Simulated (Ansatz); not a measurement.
# H2O with CH3I: superposition error and deformation, part 2 of 3

Ansatz 0.2.0, Gaussian basis.

## Step 12: HSE06-D4/def2-TZVPPD

The inputs:

a/in.yaml

```yaml
crystal:
  periodic: [false, false, false]
  atoms:
    - {symbol: O, position_ang: [0.313521, -0.256033, -2.030286]}
    - {symbol: H, position_ang: [0.393094, 0.509144, -2.604106]}
    - {symbol: H, position_ang: [-0.592152, -0.227545, -1.702560]}
basis:
  gaussian: {orbitals: "def2-TZVPPD.json"}
hamiltonian: {xc: hse06, dispersion: d4}
```

b/in.yaml

```yaml
crystal:
  periodic: [false, false, false]
  atoms:
    - {symbol: C, position_ang: [0.204631, -0.036185, 1.320171]}
    - {symbol: I, position_ang: [-1.855776, 0.248082, 0.844749]}
    - {symbol: H, position_ang: [0.527012, 0.829786, 1.889875]}
    - {symbol: H, position_ang: [0.277385, -0.945802, 1.908036]}
    - {symbol: H, position_ang: [0.732384, -0.121446, 0.374122]}
basis:
  gaussian: {orbitals: "def2-TZVPPD.json"}
hamiltonian: {xc: hse06, dispersion: d4}
```

The same command starts each run, in its folder.

On the command line:

```bash
$ ansatz run in.yaml --threads 4 --pin off --events-out ev --progress --plain --max-ram 9574MiB
```

Output in a, shortened:

```text
Functional definition: HSE06
  name "HSE06"
  cite "Heyd, Scuseria & Ernzerhof, J. Chem. Phys. 118, 8207 (2003) doi:10.1063/1.1564060"
  cite "Krukau, Vydrov, Izmaylov & Scuseria, J. Chem. Phys. 125, 224106 (2006) doi:10.1063/1.2404663"
  cite "Heyd & Scuseria, J. Chem. Phys. 120, 7274 (2004) doi:10.1063/1.1668634"
  cite "Ernzerhof & Perdew, J. Chem. Phys. 109, 3313 (1998) doi:10.1063/1.476928"
[...]
  # The whole range is PBE's own exchange, as in plane waves. The composition of these papers is wPBEh.
[...]
302 factors; their error is unknown
34 factors; integrals over basis functions are off by at most 3.1e-5 eV
[...]
mean field -2078.39890414 eV, -76.3797509377 hartree, gradient 1.1e-5 eV, S^2 0.000000; 0 other end points of the search recorded, 0 dependent functions left out
reference -2078.39894334 eV, -76.3797523783 hartree; 5, 5 occupied and 69, 69 virtual orbitals, 302 factors
Total energy: -2078.40277490 eV, -76.3798931854 hartree
```

b printed, shortened:

```text
[... 6 set-up lines as earlier in the session ...]
[...]
810 factors; their error is unknown
69 factors; integrals over basis functions are off by at most 5.9e-5 eV
[...]
mean field -9186.33501123 eV, -337.5915849413 hartree, gradient 2.3e-5 eV, S^2 0.000000; 0 other end points of the search recorded, 0 dependent functions left out
reference -9186.33504982 eV, -337.5915863593 hartree; 17, 17 occupied and 130, 130 virtual orbitals, 810 factors
Total energy: -9186.38472137 eV, -337.5934117552 hartree
```

Times: 0.2 s (a), 0.9 s (b) on 4 threads of Arm Neoverse V2, shared host.

## Step 13: CCSD(T)/def2-TZVPPD

Each input of step 12 (a, b) changes in the same lines:

```diff
-hamiltonian: {xc: hse06, dispersion: d4}
+correlation: {method: ccsd_t}
```

One command serves all of them, each in its own folder.

On the command line:

```bash
$ ansatz run in.yaml --threads 4 --pin off --events-out ev --progress --plain --max-ram 9574MiB
```

Log of a, shortened:

```text
Functional definition: HF
  name "HF"
  cite "Fock, Z. Phys. 61, 126 (1930) doi:10.1007/BF01340294"
[... 1 set-up line as earlier in the session ...]
[...]
427 factors; integrals over basis functions are off by at most 1.4e-3 eV
[...]
mean field -2069.79495788 eV, -76.0635617447 hartree, gradient 1.3e-6 eV, S^2 0.000000; 0 other end points of the search recorded, 0 dependent functions left out
1 core orbitals not correlated: weight in the atoms' cores, before any rotation towards them, 1.000 or more for the frozen orbitals, at most 0.000 for the correlated occupied ones
reference -2069.79495788 eV, -76.0635617447 hartree; 4, 4 occupied and 69, 69 virtual orbitals, 427 factors
second order -7.17442931 eV of doubles, -0.00000000 eV of singles
cycle   1  -7.15500499 eV  change    1.9e-2 eV  update   4.8e-2
[...]
cycle   9  -7.32002967 eV  change    1.6e-6 eV  update   2.9e-6
perturbative correction -0.22040379 eV, -0.0080996898 hartree
Total energy: -2077.33539133 eV, -76.3406675630 hartree
```

b printed, shortened:

```text
[... 4 set-up lines as earlier in the session ...]
[...]
1018 factors; integrals over basis functions are off by at most 8.5e-4 eV
[...]
mean field -9150.91921855 eV, -336.2900785658 hartree, gradient 2.0e-6 eV, S^2 0.000000; 0 other end points of the search recorded, 0 dependent functions left out
5 core orbitals not correlated: weight in the atoms' cores, before any rotation towards them, 1.000 or more for the frozen orbitals, at most 0.000 for the correlated occupied ones
reference -9150.91921855 eV, -336.2900785658 hartree; 12, 12 occupied and 130, 130 virtual orbitals, 1018 factors
second order -18.62714464 eV of doubles, -0.00000000 eV of singles
cycle   1  -17.78824511 eV  change    8.4e-1 eV  update   7.8e-2
[...]
cycle   8  -18.25883593 eV  change    6.1e-6 eV  update   1.9e-5
perturbative correction -0.48476855 eV, -0.0178149155 hartree
Total energy: -9169.66282303 eV, -336.9788933255 hartree
```

Wall times: 0.25 s (a), 10 s (b) on 4 threads of Arm Neoverse V2, shared host; peak memory 1.1 GiB.

## Step 14: Relaxing H2O alone

Contents of relax-a/in.yaml:

```yaml
crystal:
  periodic: [false, false, false]
  atoms:
    - {symbol: O, position_ang: [0.313521, -0.256033, -2.030286]}
    - {symbol: H, position_ang: [0.393094, 0.509144, -2.604106]}
    - {symbol: H, position_ang: [-0.592152, -0.227545, -1.702560]}
basis:
  gaussian: {orbitals: def2-TZVP}
hamiltonian: {xc: pbe0, dispersion: d4}
relax: {f_tol: 0.005, max_steps: 200}
```

On the command line:

```bash
$ ansatz run in.yaml --threads 4 --pin off --events-out ev --progress --plain --max-ram 9574MiB
```

The log of the run, shortened:

```text
[... 5 set-up lines as earlier in the session ...]
[...]
239 factors; their error is unknown
[...]
mean field -2078.33265447 eV, -76.3773163074 hartree, gradient 1.3e-5 eV, S^2 0.000000; 0 other end points of the search recorded, 0 dependent functions left out
[...]
reference -2078.33309080 eV, -76.3773323420 hartree; 5, 5 occupied and 38, 38 virtual orbitals, 239 factors
Total energy: -2078.33734663 eV, -76.3774887411 hartree
Atom 0 at     0.311691    -0.255754    -2.029781 Å, force    -0.000193     0.000174    -0.000050 eV/Å
Atom 1 at     0.392980     0.508856    -2.603858 Å, force    -0.000001    -0.000155     0.000111 eV/Å
Atom 2 at    -0.590208    -0.227536    -1.703313 Å, force     0.000194    -0.000019    -0.000061 eV/Å
Dipole moment:    -0.302581     0.292336    -0.091300 e Å
```

Run time: 0.5 s. Hardware: 4 threads of Arm Neoverse V2, shared host.

Step by step:

```tsv
step	energy from step 1 (eV)	largest force component (eV/Å)
1	0.0000	0.1962
2	-0.0004	0.0506
3	-0.0004	0.0104
4	-0.0004	0.0002
```

Close pairs (by a distance rule), those that changed most:

```tsv
bond	before (Å)	after (Å)	change (Å)
O1–H3	0.964	0.960	-0.004
O1–H2	0.960	0.960	-0.000
```

## Step 15: Relaxing CH3I alone

Contents of relax-b/in.yaml:

```yaml
crystal:
  periodic: [false, false, false]
  atoms:
    - {symbol: C, position_ang: [0.204631, -0.036185, 1.320171]}
    - {symbol: I, position_ang: [-1.855776, 0.248082, 0.844749]}
    - {symbol: H, position_ang: [0.527012, 0.829786, 1.889875]}
    - {symbol: H, position_ang: [0.277385, -0.945802, 1.908036]}
    - {symbol: H, position_ang: [0.732384, -0.121446, 0.374122]}
basis:
  gaussian: {orbitals: def2-TZVP}
hamiltonian: {xc: pbe0, dispersion: d4}
relax: {f_tol: 0.005, max_steps: 200}
```

On the command line:

```bash
$ ansatz run in.yaml --threads 4 --pin off --events-out ev --progress --plain --max-ram 9574MiB
```

The log of the run, shortened:

```text
[... 5 set-up lines as earlier in the session ...]
[...]
730 factors; their error is unknown
[...]
mean field -9186.41403502 eV, -337.5944890119 hartree, gradient 3.1e-5 eV, S^2 0.000000; 0 other end points of the search recorded, 0 dependent functions left out
[...]
Atom 1 at    -1.859712     0.248749     0.847871 Å, force    -0.000050     0.000009     0.000003 eV/Å
Atom 2 at     0.528519     0.828413     1.885321 Å, force     0.000116     0.000332     0.000035 eV/Å
Atom 3 at     0.279068    -0.945251     1.904267 Å, force    -0.000002    -0.000303     0.000051 eV/Å
Atom 4 at     0.740544    -0.121947     0.381847 Å, force     0.000326    -0.000015    -0.000416 eV/Å
Dipole moment:     0.349310    -0.048277     0.079781 e Å
```

It took 2.9 s on 4 threads of Arm Neoverse V2, shared host.

Step by step:

```tsv
step	energy from step 1 (eV)	largest force component (eV/Å)
1	0.0000	0.1392
2	-0.0010	0.0698
3	-0.0014	0.0257
4	-0.0014	0.0004
```

Close pairs (by a distance rule), those that changed most:

```tsv
bond	before (Å)	after (Å)	change (Å)
C1–I2	2.134	2.129	-0.005
C1–H5	1.087	1.086	-0.001
C1–H4	1.085	1.086	+0.000
C1–H3	1.086	1.086	+0.000
```

## Step 16: PBE-D4/def2-TZVPPD

Contents of free-a/in.yaml:

```yaml
crystal:
  periodic: [false, false, false]
  atoms:
    - {symbol: O, position_ang: [0.311691, -0.255754, -2.029781]}
    - {symbol: H, position_ang: [0.392980, 0.508856, -2.603858]}
    - {symbol: H, position_ang: [-0.590208, -0.227536, -1.703313]}
basis:
  gaussian: {orbitals: "def2-TZVPPD.json"}
hamiltonian: {xc: pbe, dispersion: d4}
```

Contents of free-b/in.yaml:

```yaml
crystal:
  periodic: [false, false, false]
  atoms:
    - {symbol: C, position_ang: [0.197217, -0.035529, 1.317648]}
    - {symbol: I, position_ang: [-1.859712, 0.248749, 0.847871]}
    - {symbol: H, position_ang: [0.528519, 0.828413, 1.885321]}
    - {symbol: H, position_ang: [0.279068, -0.945251, 1.904267]}
    - {symbol: H, position_ang: [0.740544, -0.121947, 0.381847]}
basis:
  gaussian: {orbitals: "def2-TZVPPD.json"}
hamiltonian: {xc: pbe, dispersion: d4}
```

The same command starts each run, in its folder.

On the command line:

```bash
$ ansatz run in.yaml --threads 4 --pin off --events-out ev --progress --plain --max-ram 9574MiB
```

Output in free-a, shortened:

```text
[... 4 set-up lines as earlier in the session ...]
[...]
302 factors; their error is unknown
[...]
mean field -2078.50027554 eV, -76.3834762680 hartree, gradient 8.9e-5 eV, S^2 0.000000; 0 other end points of the search recorded, 0 dependent functions left out
reference -2078.50031514 eV, -76.3834777232 hartree; 5, 5 occupied and 69, 69 virtual orbitals, 302 factors
Total energy: -2078.50563221 eV, -76.3836731220 hartree
```

Output in free-b, shortened:

```text
[... 4 set-up lines as earlier in the session ...]
[...]
765 factors; their error is unknown
[...]
mean field -9185.53455675 eV, -337.5621687817 hartree, gradient 3.6e-5 eV, S^2 0.000000; 0 other end points of the search recorded, 0 dependent functions left out
reference -9185.53460110 eV, -337.5621704113 hartree; 17, 17 occupied and 130, 130 virtual orbitals, 765 factors
Total energy: -9185.59898724 eV, -337.5645365585 hartree
```

They took 0.15 s (free-a), 0.6 s (free-b) on 4 threads of Arm Neoverse V2, shared host.

## Step 17: r2SCAN-D4/def2-TZVPPD

The same edit goes into each in.yaml of step 16 (free-a, free-b):

```diff
-hamiltonian: {xc: pbe, dispersion: d4}
+hamiltonian: {xc: r2scan, dispersion: d4}
```

The same command starts each run, in its folder.

On the command line:

```bash
$ ansatz run in.yaml --threads 4 --pin off --events-out ev --progress --plain --max-ram 9574MiB
```

Log of free-a, shortened:

```text
[... 5 set-up lines as earlier in the session ...]
[...]
302 factors; their error is unknown
[...]
mean field -2079.64510445 eV, -76.4255479545 hartree, gradient 6.7e-6 eV, S^2 0.000000; 0 other end points of the search recorded, 0 dependent functions left out
reference -2079.64511832 eV, -76.4255484640 hartree; 5, 5 occupied and 69, 69 virtual orbitals, 302 factors
Total energy: -2079.64639085 eV, -76.4255952286 hartree
```

free-b printed, shortened:

```text
[... 5 set-up lines as earlier in the session ...]
[...]
765 factors; their error is unknown
[...]
mean field -9189.89527662 eV, -337.7224222812 hartree, gradient 3.7e-5 eV, S^2 0.000000; 0 other end points of the search recorded, 0 dependent functions left out
reference -9189.89528766 eV, -337.7224226866 hartree; 17, 17 occupied and 130, 130 virtual orbitals, 765 factors
Total energy: -9189.90894837 eV, -337.7229247087 hartree
```

Times: 0.4 s (free-a), 1.4 s (free-b) on 4 threads of Arm Neoverse V2, shared host.

## Step 18: PBE0-D4/def2-TZVPPD

Each input of step 17 (free-a, free-b) changes in the same lines:

```diff
-hamiltonian: {xc: r2scan, dispersion: d4}
+hamiltonian: {xc: pbe0, dispersion: d4}
+output: {orbitals: {seedname: orbitals}}
```

One command serves all of them, each in its own folder.

On the command line:

```bash
$ ansatz run in.yaml --threads 4 --pin off --events-out ev --progress --plain --max-ram 9574MiB
```

Output in free-a, shortened:

```text
[... 5 set-up lines as earlier in the session ...]
[...]
302 factors; their error is unknown
[...]
mean field -2078.49628666 eV, -76.3833296792 hartree, gradient 8.5e-6 eV, S^2 0.000000; 0 other end points of the search recorded, 0 dependent functions left out
reference -2078.49631618 eV, -76.3833307642 hartree; 5, 5 occupied and 69, 69 virtual orbitals, 302 factors
Total energy: -2078.50057202 eV, -76.3834871633 hartree
```

Log of free-b, shortened:

```text
[... 5 set-up lines as earlier in the session ...]
[...]
810 factors; their error is unknown
[...]
mean field -9186.45306790 eV, -337.5959234436 hartree, gradient 3.6e-5 eV, S^2 0.000000; 0 other end points of the search recorded, 0 dependent functions left out
reference -9186.45309720 eV, -337.5959245206 hartree; 17, 17 occupied and 130, 130 virtual orbitals, 810 factors
Total energy: -9186.50640567 eV, -337.5978835708 hartree
```

They took 0.15 s (free-a), 0.8 s (free-b) on 4 threads of Arm Neoverse V2, shared host.

## Step 19: B3LYP-D4/def2-TZVPPD

Each input of step 18 (free-a, free-b) changes in the same lines:

```diff
-hamiltonian: {xc: pbe0, dispersion: d4}
-output: {orbitals: {seedname: orbitals}}
+hamiltonian: {xc: {name: B3LYP}, dispersion: d4}
```

Each run has its own folder and the same command.

On the command line:

```bash
$ ansatz run in.yaml --threads 4 --pin off --events-out ev --progress --plain --max-ram 9574MiB
```

Log of free-a, shortened:

```text
[... 6 set-up lines as earlier in the session ...]
[...]
302 factors; their error is unknown
[...]
mean field -2080.83953426 eV, -76.4694424405 hartree, gradient 1.5e-5 eV, S^2 0.000000; 0 other end points of the search recorded, 0 dependent functions left out
reference -2080.83972254 eV, -76.4694493594 hartree; 5, 5 occupied and 69, 69 virtual orbitals, 302 factors
Total energy: -2080.84814862 eV, -76.4697590122 hartree
```

free-b printed, shortened:

```text
[... 6 set-up lines as earlier in the session ...]
[...]
794 factors; their error is unknown
[...]
mean field -9190.23909840 eV, -337.7350574984 hartree, gradient 2.1e-5 eV, S^2 0.000000; 0 other end points of the search recorded, 0 dependent functions left out
reference -9190.23931373 eV, -337.7350654116 hartree; 17, 17 occupied and 130, 130 virtual orbitals, 794 factors
Total energy: -9190.34569396 eV, -337.7389748130 hartree
```

Times: 0.2 s (free-a), 0.95 s (free-b) on 4 threads of Arm Neoverse V2, shared host.

## Step 20: wB97X-V/def2-TZVPPD

The same edit goes into each in.yaml of step 19 (free-a, free-b):

```diff
-hamiltonian: {xc: {name: B3LYP}, dispersion: d4}
+hamiltonian: {xc: {name: wB97X-V}}
```

The same command starts each run, in its folder.

On the command line:

```bash
$ ansatz run in.yaml --threads 4 --pin off --events-out ev --progress --plain --max-ram 9574MiB
```

free-a printed, shortened:

```text
[... 5 set-up lines as earlier in the session ...]
[...]
      + integral(e_c_pw_opposite_spin*poly(b97_u_opposite, cos0, cos1)) + vv10(b, c)
302 factors; their error is unknown
104 factors; integrals over basis functions are off by at most 2.9e-5 eV
[...]
mean field -2079.95993757 eV, -76.4371178581 hartree, gradient 3.9e-5 eV, S^2 0.000000; 0 other end points of the search recorded, 0 dependent functions left out
reference -2079.95993565 eV, -76.4371177877 hartree; 5, 5 occupied and 69, 69 virtual orbitals, 302 factors
Total energy: -2079.95993565 eV, -76.4371177877 hartree
```

Log of free-b, shortened:

```text
[... 5 set-up lines as earlier in the session ...]
[...]
      + integral(e_c_pw_opposite_spin*poly(b97_u_opposite, cos0, cos1)) + vv10(b, c)
794 factors; their error is unknown
238 factors; integrals over basis functions are off by at most 3.6e-5 eV
[...]
mean field -9186.81445920 eV, -337.6092043291 hartree, gradient 6.4e-5 eV, S^2 0.000000; 0 other end points of the search recorded, 0 dependent functions left out
reference -9186.81445740 eV, -337.6092042629 hartree; 17, 17 occupied and 130, 130 virtual orbitals, 794 factors
Total energy: -9186.81445740 eV, -337.6092042629 hartree
```

They took 0.45 s (free-a), 2.2 s (free-b) on 4 threads of Arm Neoverse V2, shared host.

## Step 21: wB97M-V/def2-TZVPPD

Each input of step 20 (free-a, free-b) changes in the same lines:

```diff
-hamiltonian: {xc: {name: wB97X-V}}
+hamiltonian: {xc: {name: wB97M-V}}
```

Each run has its own folder and the same command.

On the command line:

```bash
$ ansatz run in.yaml --threads 4 --pin off --events-out ev --progress --plain --max-ram 9574MiB
```

Output in free-a, shortened:

```text
[... 5 set-up lines as earlier in the session ...]
  # Of w^i u^j: cxij and so on, Table III.
[...]
  gx(w, u) = 1 - cx + cx01*u + cx10*w
[...]
      + integral(e_c_pw_mod_opposite_spin*gos(b97_w_opposite, b97_u_opposite)) + vv10(b, c)
302 factors; their error is unknown
104 factors; integrals over basis functions are off by at most 2.9e-5 eV
[...]
mean field -2079.94006822 eV, -76.4363876730 hartree, gradient 2.3e-5 eV, S^2 0.000000; 0 other end points of the search recorded, 0 dependent functions left out
reference -2079.94011548 eV, -76.4363894098 hartree; 5, 5 occupied and 69, 69 virtual orbitals, 302 factors
Total energy: -2079.94011548 eV, -76.4363894098 hartree
```

free-b printed, shortened:

```text
[... 5 set-up lines as earlier in the session ...]
  # Of w^i u^j: cxij and so on, Table III.
[...]
  gx(w, u) = 1 - cx + cx01*u + cx10*w
[...]
      + integral(e_c_pw_mod_opposite_spin*gos(b97_w_opposite, b97_u_opposite)) + vv10(b, c)
794 factors; their error is unknown
238 factors; integrals over basis functions are off by at most 3.6e-5 eV
[...]
mean field -9186.19863621 eV, -337.5865732518 hartree, gradient 6.4e-5 eV, S^2 0.000000; 0 other end points of the search recorded, 0 dependent functions left out
reference -9186.19868719 eV, -337.5865751250 hartree; 17, 17 occupied and 130, 130 virtual orbitals, 794 factors
Total energy: -9186.19868719 eV, -337.5865751250 hartree
```

Wall times: 0.45 s (free-a), 2.6 s (free-b) on 4 threads of Arm Neoverse V2, shared host.

## Step 22: B2PLYP/def2-TZVPPD

Each input of step 21 (free-a, free-b) changes in the same lines:

```diff
-hamiltonian: {xc: {name: wB97M-V}}
+hamiltonian: {xc: {name: B2PLYP}}
```

The same command starts each run, in its folder.

On the command line:

```bash
$ ansatz run in.yaml --threads 4 --pin off --events-out ev --progress --plain --max-ram 9574MiB
```

Output in free-a, shortened:

```text
[... 5 set-up lines as earlier in the session ...]
[...]
427 factors; integrals over basis functions are off by at most 1.1e-3 eV
[...]
mean field -2077.09565120 eV, -76.3318572757 hartree, gradient 5.6e-6 eV, S^2 0.000000; 0 other end points of the search recorded, 0 dependent functions left out
1 core orbitals not correlated: weight in the atoms' cores, before any rotation towards them, 1.000 or more for the frozen orbitals, at most 0.000 for the correlated occupied ones
reference -2077.09576729 eV, -76.3318615417 hartree; 4, 4 occupied and 69, 69 virtual orbitals, 427 factors
second order -8.52531357 eV of doubles, -0.00000000 eV of singles
Total energy: -2079.39760195 eV, -76.4164524054 hartree
```

free-b printed, shortened:

```text
[... 5 set-up lines as earlier in the session ...]
[...]
1021 factors; integrals over basis functions are off by at most 8.4e-4 eV
[...]
mean field -9176.01803623 eV, -337.2124431029 hartree, gradient 1.8e-6 eV, S^2 0.000000; 0 other end points of the search recorded, 0 dependent functions left out
5 core orbitals not correlated: weight in the atoms' cores, before any rotation towards them, 1.000 or more for the frozen orbitals, at most 0.000 for the correlated occupied ones
reference -9176.01816750 eV, -337.2124479271 hartree; 12, 12 occupied and 130, 130 virtual orbitals, 1021 factors
second order -21.71620050 eV of doubles, -0.00000000 eV of singles
Total energy: -9181.88154163 eV, -337.4279229521 hartree
```

Times: 0.25 s (free-a), 1.5 s (free-b) on 4 threads of Arm Neoverse V2, shared host.

## Step 23: BLYP-D4/def2-TZVPPD

Each input of step 22 (free-a, free-b) changes in the same lines:

```diff
-hamiltonian: {xc: {name: B2PLYP}}
+hamiltonian: {xc: {name: BLYP}, dispersion: d4}
```

Each run has its own folder and the same command.

On the command line:

```bash
$ ansatz run in.yaml --threads 4 --pin off --events-out ev --progress --plain --max-ram 9574MiB
```

Log of free-a, shortened:

```text
[... 4 set-up lines as earlier in the session ...]
[...]
302 factors; their error is unknown
[...]
mean field -2080.37401375 eV, -76.4523348772 hartree, gradient 1.5e-5 eV, S^2 0.000000; 0 other end points of the search recorded, 0 dependent functions left out
reference -2080.37426714 eV, -76.4523441889 hartree; 5, 5 occupied and 69, 69 virtual orbitals, 302 factors
Total energy: -2080.38710959 eV, -76.4528161404 hartree
```

Log of free-b, shortened:

```text
[... 4 set-up lines as earlier in the session ...]
[...]
765 factors; their error is unknown
[...]
mean field -9185.32957525 eV, -337.5546358505 hartree, gradient 3.3e-5 eV, S^2 0.000000; 0 other end points of the search recorded, 0 dependent functions left out
reference -9185.32987683 eV, -337.5546469332 hartree; 17, 17 occupied and 130, 130 virtual orbitals, 765 factors
Total energy: -9185.47639294 eV, -337.5600313011 hartree
```

They took 0.2 s (free-a), 0.75 s (free-b) on 4 threads of Arm Neoverse V2, shared host.

(Part 2 of 3 ends here.)
